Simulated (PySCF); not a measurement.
# ClGeH3: the cost of one run

Computed with PySCF 2.14.0 and routines of our own; the level stands in each step. Atoms count from 0.

## 1. The system as given

5 atoms, charge 0, multiplicity 1; geometry from: GFN2-xTB.

## 2. Geometry optimisation at PBE0-D3(BJ)/def2-SVP

Job settings and geometry (Å):

```
{"job": {"xc": "PBE0", "basis": "def2-SVP", "d3": "d3bj", "grid": 1, "maxiter": 30, "shake": 0.01, "kind": "geom"}, "charge": 0, "multiplicity": 1}
Cl     1.978530    -0.083690     0.111630
Ge    -0.128400    -0.000200    -0.012770
H     -0.719620    -0.544440     1.253210
H     -0.524360     1.429470    -0.204350
H     -0.572580    -0.835120    -1.185610
```

Run with:

```console
OMP_NUM_THREADS=1 python heavy_run.py task.json out
```

This one command runs all jobs of the session in turn.

**Question.** How long does this first job take on 1 thread of Arm Neoverse V1, shared host, and how much memory does it need?

About 6 s, with a peak of 0.3 GiB.
